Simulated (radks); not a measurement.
**Valence configurations of Ru²⁺**

NIST gives [Kr] 4d6 as the ground configuration of Ru²⁺. Does this level of theory agree? Several fillings of the valence shells are run.

The numbers are computed with radks (a radial shooting solver on a logarithmic mesh, Libxc functionals) version 1 (scalar-relativistic Kohn-Sham, LDA (Slater exchange, Perdew-Wang correlation), spin-unpolarised, spherical densities, finite nucleus), except any that are marked as measured or tabulated.

## Step 1: The system

- element: ruthenium (Z = 44)
- charge: +2
- electrons: 42
- configuration: [Kr] 4d6
- nuclear rms radius: 4.4809 fm
- others tried: 4d5 5s1; 4d5 5p1; 4d4 5s2; 4d4 5s1 5p1; 4d4 5s1.5 5p0.5; 4d5.5 5p0.5; 4d3 5s1.5 5p1.5; 4d4 5p2; 4d5 5s0.5 5p0.5

Outer shells as boxes (Hund's rule):

Ru²⁺
```
[Kr] core
4d [↑↓][↑ ][↑ ][↑ ][↑ ]
```

In the logs a row gives level, spin channel, occupation and eigenvalue; Etot, Ekin, Encl (electron-nucleus), Eh (Hartree) and Exc are energies, all in hartree; err is the last residual, it the number of iterations.

## Step 2: [Kr] 4d6

Settings of this run:

```text
Z 44
configuration [Kr] 4d6
relativity scalar-relativistic
functional lda,pw
spin unpolarised
nucleus finite rms 4.4809 fm
c 137.035999084
```

Launch:

```console
> python run_ks.py task.json out
```

This one command runs every case of the session in turn.

The program printed:

```text
1s      1   2.0000        -805.84302786
2s      1   2.0000        -116.53681178
2p      1   6.0000        -104.52749778
3s      1   2.0000         -21.11963088
3p      1   6.0000         -17.17273070
3d      1  10.0000         -10.80000489
4s      1   2.0000          -3.55010876
4p      1   6.0000          -2.44601419
4d      1   6.0000          -0.89586779
Etot -4525.24674656504
Ekin 4678.0997021530875
Encl -10889.767050231709
Eh 1814.6830932152043
Exc -128.26249170162254
err 4.92243478283103e-09
it 14
```

4d is the highest filled level (-24.378 eV).

From the orbitals of this run (lengths in bohr):

| level | occupation | energy (eV) | <r> | outermost maximum (interpolated) | 90 % within | nodes |
| --- | --- | --- | --- | --- | --- | --- |
| 2s | 2 | -3171.1 | 0.1458 | 0.123 | 0.225 | 1 |
| 2p | 6 | -2844.3 | 0.1270 | 0.0983 | 0.207 | 0 |
| 3s | 2 | -574.69 | 0.4034 | 0.362 | 0.595 | 2 |
| 3p | 6 | -467.29 | 0.4036 | 0.355 | 0.609 | 1 |
| 3d | 10 | -293.88 | 0.3844 | 0.301 | 0.612 | 0 |
| 4s | 2 | -96.603 | 1.015 | 0.912 | 1.48 | 3 |
| 4p | 6 | -66.559 | 1.120 | 0.979 | 1.66 | 2 |
| 4d | 6 | -24.378 | 1.528 | 1.19 | 2.41 | 1 |

Radial density 4πr²ρ:

| r (bohr) | 4πr²ρ (e/bohr) |
| --- | --- |
| 0.00114 | 1.246 |
| 0.00171 | 2.530 |
| 0.00257 | 5.080 |
| 0.00383 | 9.696 |
| 0.00571 | 17.52 |
| 0.00852 | 29.22 |
| 0.0128 | 43.53 |
| 0.0191 | 54.22 |
| 0.0285 | 54.57 |
| 0.0429 | 48.05 |
| 0.0640 | 53.71 |
| 0.0955 | 69.01 |
| 0.142 | 59.14 |
| 0.214 | 45.04 |
| 0.319 | 54.38 |
| 0.477 | 32.68 |
| 0.717 | 13.57 |
| 1.07 | 13.56 |
| 1.60 | 6.258 |
| 2.38 | 1.353 |
| 3.58 | 0.1280 |

## Step 3: [Kr] 4d5 5s1

Input: that of step 2 with these lines changed.

```diff
@@ -1,3 +1,3 @@
 Z 44
-configuration [Kr] 4d6
+configuration [Kr] 4d5 5s1
 relativity scalar-relativistic
```

The program printed:

```text
1s      1   2.0000        -806.01735854
2s      1   2.0000        -116.72268766
2p      1   6.0000        -104.71257631
3s      1   2.0000         -21.29970249
3p      1   6.0000         -17.35281322
3d      1  10.0000         -10.98130673
4s      1   2.0000          -3.71024391
4p      1   6.0000          -2.59835274
4d      1   5.0000          -1.01980830
5s      1   1.0000          -0.77319676
Etot -4525.032701251834
Ekin 4677.9437224067115
Encl -10882.539755153786
Eh 1807.5727317606886
Exc -128.00940026544797
err 2.3620454913667146e-09
it 14
```

Energy against step 2 ([Kr] 4d6): +5.824 eV. The top filled level is 5s, -21.040 eV.

## Step 4: [Kr] 4d5 5p1

Input: that of step 3 with these lines changed.

```diff
@@ -1,3 +1,3 @@
 Z 44
-configuration [Kr] 4d5 5s1
+configuration [Kr] 4d5 5p1
 relativity scalar-relativistic
```

The program printed:

```text
1s      1   2.0000        -806.06264701
2s      1   2.0000        -116.76740116
2p      1   6.0000        -104.75714037
3s      1   2.0000         -21.34506625
3p      1   6.0000         -17.39813443
3d      1  10.0000         -11.02655452
4s      1   2.0000          -3.75503620
4p      1   6.0000          -2.64265353
4d      1   5.0000          -1.06050616
5p      1   1.0000          -0.57454792
Etot -4524.80830279237
Ekin 4677.6992963815155
Encl -10880.260779035969
Eh 1805.708987022785
Exc -127.95580716070174
err 5.8666554315065385e-09
it 14
```

E − E(step 2, [Kr] 4d6) = +11.931 eV. Highest occupied level: 5p at -15.634 eV.

## Step 5: [Kr] 4d4 5s2

Input: that of step 4 with these lines changed.

```diff
@@ -1,3 +1,3 @@
 Z 44
-configuration [Kr] 4d5 5p1
+configuration [Kr] 4d4 5s2
 relativity scalar-relativistic
```

The program printed:

```text
1s      1   2.0000        -806.20561795
2s      1   2.0000        -116.92419122
2p      1   6.0000        -104.91321447
3s      1   2.0000         -21.49321381
3p      1   6.0000         -17.54633203
3d      1  10.0000         -11.17634574
4s      1   2.0000          -3.87782073
4p      1   6.0000          -2.75722907
4d      1   4.0000          -1.14941360
5s      1   2.0000          -0.82977166
Etot -4524.750214707816
Ekin 4677.726220707086
Encl -10874.776919341348
Eh 1800.05305823716
Exc -127.75257431071472
err 1.469704119748819e-09
it 14
```

E − E(step 2, [Kr] 4d6) = +13.511 eV. 5s is the highest filled level (-22.579 eV).

## Step 6: [Kr] 4d4 5s1 5p1

Input: that of step 5 with these lines changed.

```diff
@@ -1,3 +1,3 @@
 Z 44
-configuration [Kr] 4d4 5s2
+configuration [Kr] 4d4 5s1 5p1
 relativity scalar-relativistic
```

The program printed:

```text
1s      1   2.0000        -806.25017782
2s      1   2.0000        -116.96844488
2p      1   6.0000        -104.95728337
3s      1   2.0000         -21.53798725
3p      1   6.0000         -17.59105918
3d      1  10.0000         -11.22102947
4s      1   2.0000          -3.92144410
4p      1   6.0000          -2.80025420
4d      1   4.0000          -1.18900017
5s      1   1.0000          -0.85501233
5p      1   1.0000          -0.61498103
Etot -4524.511743408491
Ekin 4677.466443306236
Encl -10872.51549254356
Eh 1798.2372069763583
Exc -127.6999011475254
err 1.29613042679462e-09
it 14
```

Energy against step 2 ([Kr] 4d6): +20.000 eV. The top filled level is 5p, -16.734 eV.

## Step 7: [Kr] 4d4 5s1.5 5p0.5

Settings of this run:

```text
Z 44
configuration [Kr] 4d4 5s1.5 5p0.5
relativity scalar-relativistic
functional lda,pw
spin unpolarised
nucleus finite rms 4.4809 fm
c 137.035999084
```

The program printed:

```text
1s      1   2.0000        -806.22804003
2s      1   2.0000        -116.94645499
2p      1   6.0000        -104.93538744
3s      1   2.0000         -21.51573368
3p      1   6.0000         -17.56882897
3d      1  10.0000         -11.19882091
4s      1   2.0000          -3.89976954
4p      1   6.0000          -2.77888164
4d      1   4.0000          -1.16934858
5s      1   1.5000          -0.84258511
5p      1   0.5000          -0.60413997
Etot -4524.631356039611
Ekin 4677.596865539343
Encl -10873.641285534679
Eh 1799.1386661509775
Exc -127.7256021952524
err 1.1729400712802516e-09
it 14
```

Energy against step 2 ([Kr] 4d6): +16.746 eV. Highest occupied level: 5p at -16.439 eV.

## Step 8: [Kr] 4d5.5 5p0.5

Settings of this run:

```text
Z 44
configuration [Kr] 4d5.5 5p0.5
relativity scalar-relativistic
functional lda,pw
spin unpolarised
nucleus finite rms 4.4809 fm
c 137.035999084
```

The program printed:

```text
1s      1   2.0000        -805.95150930
2s      1   2.0000        -116.65051924
2p      1   6.0000        -104.64074925
3s      1   2.0000         -21.23103373
3p      1   6.0000         -17.28411914
3d      1  10.0000         -10.91192538
4s      1   2.0000          -3.65208303
4p      1   6.0000          -2.54398566
4d      1   5.5000          -0.97796146
5p      1   0.5000          -0.54067545
Etot -4525.038961443219
Ekin 4677.91068607446
Encl -10885.06815382613
Eh 1810.2266226157421
Exc -128.10811630729066
err 2.915337254917665e-09
it 14
```

Energy against step 2 ([Kr] 4d6): +5.654 eV. 5p is the highest filled level (-14.713 eV).

## Step 9: [Kr] 4d3 5s1.5 5p1.5

Settings of this run:

```text
Z 44
configuration [Kr] 4d3 5s1.5 5p1.5
relativity scalar-relativistic
functional lda,pw
spin unpolarised
nucleus finite rms 4.4809 fm
c 137.035999084
```

The program printed:

```text
1s      1   2.0000        -806.47296099
2s      1   2.0000        -117.20652598
2p      1   6.0000        -105.19428548
3s      1   2.0000         -21.76565186
3p      1   6.0000         -17.81869693
3d      1  10.0000         -11.45054535
4s      1   2.0000          -4.11509346
4p      1   6.0000          -2.98392141
4d      1   3.0000          -1.34157178
5s      1   1.5000          -0.91997897
5p      1   1.5000          -0.66366579
Etot -4524.010367695259
Ekin 4677.024695721462
Encl -10863.140297023954
Eh 1789.521670389725
Exc -127.41643678249281
err 4.191583970876691e-10
it 14
```

E − E(step 2, [Kr] 4d6) = +33.644 eV. Highest occupied level: 5p at -18.059 eV.

## Step 10: [Kr] 4d4 5p2

Settings of this run:

```text
Z 44
configuration [Kr] 4d4 5p2
relativity scalar-relativistic
functional lda,pw
spin unpolarised
nucleus finite rms 4.4809 fm
c 137.035999084
```

The program printed:

```text
1s      1   2.0000        -806.29353497
2s      1   2.0000        -117.01154458
2p      1   6.0000        -105.00018418
3s      1   2.0000         -21.58164134
3p      1   6.0000         -17.63466504
3d      1  10.0000         -11.26459252
4s      1   2.0000          -3.96391863
4p      1   6.0000          -2.84210632
4d      1   4.0000          -1.22740105
5p      1   2.0000          -0.63540853
Etot -4524.270031253174
Ekin 4677.202140327123
Encl -10870.29536190957
Eh 1796.47517034627
Exc -127.65198001699694
err 1.311219730989509e-09
it 14
```

Energy against step 2 ([Kr] 4d6): +26.578 eV. The top filled level is 5p, -17.290 eV.

## Step 11: [Kr] 4d5 5s0.5 5p0.5

Input: that of step 10 with these lines changed.

```diff
@@ -1,3 +1,3 @@
 Z 44
-configuration [Kr] 4d4 5p2
+configuration [Kr] 4d5 5s0.5 5p0.5
 relativity scalar-relativistic
```

The program printed:

```text
1s      1   2.0000        -806.04014709
2s      1   2.0000        -116.74518675
2p      1   6.0000        -104.73500178
3s      1   2.0000         -21.32252294
3p      1   6.0000         -17.37561257
3d      1  10.0000         -11.00406951
4s      1   2.0000          -3.73278076
4p      1   6.0000          -2.62064660
4d      1   5.0000          -1.04030619
5s      1   0.5000          -0.78700064
5p      1   0.5000          -0.56266905
Etot -4524.920789031679
Ekin 4677.821958847926
Encl -10881.39507041591
Eh 1806.6341188460935
Exc -127.98179630978879
err 3.060080255201313e-09
it 14
```

E − E(step 2, [Kr] 4d6) = +8.870 eV. Highest occupied level: 5p at -15.311 eV.

## Step 12: What came out

| valence | E − E(NIST configuration) (eV) | highest level | its energy (eV) | 1s shift (eV) |
| --- | --- | --- | --- | --- |
| 4d6 | 0.000 | 4d | -24.378 | +0.00 |
| 4d5.5 5p0.5 | 5.654 | 5p | -14.713 | -2.95 |
| 4d5 5s1 | 5.824 | 5s | -21.040 | -4.74 |
| 4d5 5s0.5 5p0.5 | 8.870 | 5p | -15.311 | -5.36 |
| 4d5 5p1 | 11.931 | 5p | -15.634 | -5.98 |
| 4d4 5s2 | 13.511 | 5s | -22.579 | -9.87 |
| 4d4 5s1.5 5p0.5 | 16.746 | 5p | -16.439 | -10.48 |
| 4d4 5s1 5p1 | 20.000 | 5p | -16.734 | -11.08 |
| 4d4 5p2 | 26.578 | 5p | -17.290 | -12.26 |
| 4d3 5s1.5 5p1.5 | 33.644 | 5p | -18.059 | -17.14 |

The NIST configuration is the lowest of those tried, 5.654 eV under 4d5.5 5p0.5. The energies are those of spherical spin-averaged densities, not of single terms. The 1s eigenvalue shifts by up to 17.14 eV as the valence charge is rearranged.
